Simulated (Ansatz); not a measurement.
# Nudged elastic band run: Mg8HO8, charge +1

input.yaml

```yaml
crystal:
  lattice:
    - [0.0, 4.2665, 4.2665]
    - [4.2665, 0.0, 4.2665]
    - [4.2665, 4.2665, 0.0]
  atoms:
    - { symbol: Mg, position: [0.0176319, -0.01951095, 0.02189462] }
    - { symbol: O, position: [0.25381382, 0.24771024, 0.25125141] }
    - { symbol: Mg, position: [0.0177472, -0.01959666, 0.4795919] }
    - { symbol: O, position: [0.25384211, 0.24773624, 0.74695929] }
    - { symbol: Mg, position: [0.01011044, 0.49706157, -0.00373413] }
    - { symbol: O, position: [0.26847989, 0.74429192, 0.24341265] }
    - { symbol: Mg, position: [0.01774179, 0.52266248, 0.47964729] }
    - { symbol: O, position: [0.25380259, 0.7519997, 0.74695447] }
    - { symbol: Mg, position: [0.50976693, -0.01067107, 0.00027217] }
    - { symbol: O, position: [0.76053239, 0.24441421, 0.24736981] }
    - { symbol: Mg, position: [0.50330091, -0.00069813, 0.49857085] }
    - { symbol: O, position: [0.75479228, 0.24887135, 0.7480157] }
    - { symbol: Mg, position: [0.50975536, 0.50113679, 0.00029259] }
    - { symbol: O, position: [0.76052786, 0.74817907, 0.24736813] }
    - { symbol: Mg, position: [0.50973945, 0.5011404, 0.48846522] }
    - { symbol: O, position: [0.76056735, 0.74816176, 0.74360744] }
    - { symbol: H, position: [-0.04579358, 0.18230157, 0.6814731] }
total_charge: 1
basis:
  ecutwfc: 420.0
kpoints:
  mp_grid: { grid: [3, 3, 3] }
hamiltonian:
  xc: pbe
  dispersion: d3bj
  pseudopotentials: { kind: paw, azcp: { folder: soft_1 } }
scf:
  occupations: { method: gaussian, width: 0.02 }
  lower_state_search: "off"
  max_iter: 59
neb:
  images: 2
  f_tol: 0.05
  max_iterations: 50
  order_check: false
  final_atoms:
    - { symbol: Mg, position: [-0.00936467, 0.01097498, -0.00135897] }
    - { symbol: O, position: [0.24659426, 0.24838192, 0.25195875] }
    - { symbol: Mg, position: [-0.00282546, 0.00097915, 0.50037197] }
    - { symbol: O, position: [0.23191155, 0.25610331, 0.75541805] }
    - { symbol: Mg, position: [-0.00935887, 0.49925382, -0.00137903] }
    - { symbol: O, position: [0.24651879, 0.75256216, 0.25193993] }
    - { symbol: Mg, position: [-0.00934305, 0.499239, 0.51039268] }
    - { symbol: O, position: [0.24650335, 0.75255958, 0.74789509] }
    - { symbol: Mg, position: [0.48257291, 0.02000009, -0.02307986] }
    - { symbol: O, position: [0.73992391, 0.25214874, 0.25527917] }
    - { symbol: Mg, position: [0.48263021, 0.01992881, 0.51936042] }
    - { symbol: O, position: [0.73993244, 0.2521469, 0.75155328] }
    - { symbol: Mg, position: [0.49059515, 0.50316285, 0.00258009] }
    - { symbol: O, position: [0.74487645, 0.75168954, 0.25120616] }
    - { symbol: Mg, position: [0.48265296, 0.47769491, 0.51928992] }
    - { symbol: O, position: [0.73990799, 0.75588935, 0.75155555] }
    - { symbol: H, position: [0.54547662, -0.18153618, 0.31738119] }
```

Run as:

```bash
$ ansatz run input.yaml --threads 2 --pin off --max-ram 5120MiB --backend cpu --events-out ev --progress --plain --runs-dir out
```

Output, in part (warnings, iteration lines):

```
NEB end point (image 0): max|allowed force component| = 7.963e-3 eV/Å (the criterion of neb.relax_end_points is 1.000e-2)
NEB end point (image 3): max|allowed force component| = 1.048e-2 eV/Å (the criterion of neb.relax_end_points is 1.000e-2)
NEB iter   1: max|band force component| = 3.972e0 eV/Å  barrier→ = 2.5219 eV  barrier← = 2.5219 eV  Δτ_max = 0.1034 Å  (32 SCF iters)
NEB iter   2: max|band force component| = 1.724e0 eV/Å  barrier→ = 1.3562 eV  barrier← = 1.3562 eV  Δτ_max = 0.1415 Å  (14 SCF iters)
NEB iter   3: max|band force component| = 1.300e0 eV/Å  barrier→ = 0.8894 eV  barrier← = 0.8894 eV  CI = image 1  Δτ_max = 0.1946 Å  (14 SCF iters)
NEB iter   4: max|band force component| = 1.327e0 eV/Å  barrier→ = 1.1795 eV  barrier← = 1.1795 eV  CI = image 1  Δτ_max = 0.1966 Å  (14 SCF iters)
NEB iter   5: max|band force component| = 6.990e-1 eV/Å  barrier→ = 1.3919 eV  barrier← = 1.3919 eV  CI = image 1  Δτ_max = 0.1261 Å  (14 SCF iters)
NEB iter   6: max|band force component| = 4.732e-1 eV/Å  barrier→ = 1.3131 eV  barrier← = 1.3131 eV  CI = image 1  Δτ_max = 0.1960 Å  (13 SCF iters)
NEB iter   7: max|band force component| = 1.596e0 eV/Å  barrier→ = 1.2893 eV  barrier← = 1.2893 eV  CI = image 1  Δτ_max = 0.0777 Å  (13 SCF iters)
NEB iter   8: max|band force component| = 1.539e0 eV/Å  barrier→ = 1.2682 eV  barrier← = 1.2683 eV  CI = image 1  Δτ_max = 0.0823 Å  (13 SCF iters)
NEB iter   9: max|band force component| = 7.928e-1 eV/Å  barrier→ = 1.1951 eV  barrier← = 1.1951 eV  CI = image 1  Δτ_max = 0.0996 Å  (12 SCF iters)
NEB iter  10: max|band force component| = 1.380e0 eV/Å  barrier→ = 0.9944 eV  barrier← = 0.9944 eV  CI = image 1  Δτ_max = 0.0994 Å  (12 SCF iters)
NEB iter  11: max|band force component| = 1.803e0 eV/Å  barrier→ = 0.7117 eV  barrier← = 0.7117 eV  CI = image 1  Δτ_max = 0.1965 Å  (12 SCF iters)
NEB iter  12: max|band force component| = 4.986e-1 eV/Å  barrier→ = 0.2270 eV  barrier← = 0.2270 eV  CI = image 1  Δτ_max = 0.0999 Å  (13 SCF iters)
NEB iter  13: max|band force component| = 6.711e-1 eV/Å  barrier→ = 0.1702 eV  barrier← = 0.1702 eV  CI = image 1  Δτ_max = 0.1002 Å  (12 SCF iters)
NEB iter  14: max|band force component| = 4.201e-1 eV/Å  barrier→ = 0.1344 eV  barrier← = 0.1344 eV  CI = image 1  Δτ_max = 0.0996 Å  (12 SCF iters)
NEB iter  15: max|band force component| = 7.607e-1 eV/Å  barrier→ = 0.1191 eV  barrier← = 0.1191 eV  CI = image 1  Δτ_max = 0.0501 Å  (12 SCF iters)
NEB iter  16: max|band force component| = 5.051e-1 eV/Å  barrier→ = 0.1075 eV  barrier← = 0.1075 eV  CI = image 1  Δτ_max = 0.0982 Å  (12 SCF iters)
NEB iter  17: max|band force component| = 2.814e-1 eV/Å  barrier→ = 0.0894 eV  barrier← = 0.0894 eV  CI = image 1  Δτ_max = 0.1895 Å  (12 SCF iters)
NEB iter  18: max|band force component| = 3.875e-1 eV/Å  barrier→ = 0.0832 eV  barrier← = 0.0832 eV  CI = image 1  Δτ_max = 0.1964 Å  (12 SCF iters)
NEB iter  19: max|band force component| = 4.027e-1 eV/Å  barrier→ = 0.0901 eV  barrier← = 0.0901 eV  CI = image 1  Δτ_max = 0.2000 Å  (12 SCF iters)
NEB iter  20: max|band force component| = 6.293e-1 eV/Å  barrier→ = 0.1343 eV  barrier← = 0.1343 eV  CI = image 1  Δτ_max = 0.0999 Å  (13 SCF iters)
NEB iter  21: max|band force component| = 4.118e-1 eV/Å  barrier→ = 0.1017 eV  barrier← = 0.1017 eV  CI = image 1  Δτ_max = 0.1992 Å  (12 SCF iters)
NEB iter  22: max|band force component| = 2.614e-1 eV/Å  barrier→ = 0.1075 eV  barrier← = 0.1075 eV  CI = image 1  Δτ_max = 0.1828 Å  (13 SCF iters)
NEB iter  23: max|band force component| = 2.810e-1 eV/Å  barrier→ = 0.1134 eV  barrier← = 0.1134 eV  CI = image 1  Δτ_max = 0.1192 Å  (12 SCF iters)
NEB iter  24: max|band force component| = 3.157e-1 eV/Å  barrier→ = 0.0919 eV  barrier← = 0.0919 eV  CI = image 1  Δτ_max = 0.0603 Å  (12 SCF iters)
NEB iter  25: max|band force component| = 3.311e-1 eV/Å  barrier→ = 0.0848 eV  barrier← = 0.0848 eV  CI = image 1  Δτ_max = 0.1181 Å  (12 SCF iters)
NEB iter  26: max|band force component| = 2.217e0 eV/Å  barrier→ = 0.0919 eV  barrier← = 0.0919 eV  CI = image 2  Δτ_max = 0.1223 Å  (12 SCF iters)
NEB iter  27: max|band force component| = 5.147e-1 eV/Å  barrier→ = 0.0732 eV  barrier← = 0.0733 eV  CI = image 1  Δτ_max = 0.2000 Å  (12 SCF iters)
NEB iter  28: max|band force component| = 1.771e-1 eV/Å  barrier→ = 0.0822 eV  barrier← = 0.0822 eV  CI = image 1  Δτ_max = 0.1528 Å  (12 SCF iters)
NEB iter  29: max|band force component| = 1.926e-1 eV/Å  barrier→ = 0.0853 eV  barrier← = 0.0853 eV  CI = image 1  Δτ_max = 0.0520 Å  (12 SCF iters)
NEB iter  30: max|band force component| = 6.266e-2 eV/Å  barrier→ = 0.0767 eV  barrier← = 0.0767 eV  CI = image 1  Δτ_max = 0.0366 Å  (12 SCF iters)
NEB iter  31: max|band force component| = 4.437e-2 eV/Å  barrier→ = 0.0756 eV  barrier← = 0.0756 eV  CI = image 1  Δτ_max = 0.0000 Å  (12 SCF iters)
```

The forces met the threshold. The order of the stationary point at the top wasn't checked. A band with more images between the same ends climbed to 0.36 eV, so this one has probably stepped over the top. So few images can step over the top or miss a turn of the path. Limits of this set-up: charged cell in a uniform background, uncorrected.

Final band (atoms are numbered from 1 in the order of the input):

```tsv
image	path coordinate (Å)	energy (eV)	Mg1–H17 (Å)	Mg3–H17 (Å)	Mg7–H17 (Å)
0	0.00	0.000	1.91	1.91	1.91
1	1.81	0.076	2.32	1.83	2.94
2	3.25	0.001	3.48	1.92	2.83
3	4.68	0.000	2.83	2.70	2.83
```

Run time: 5.3 min on 2 threads of Intel(R) Xeon(R) Platinum 8488C (Sapphire Rapids), with other jobs on the host, peak memory 0.87 GiB.
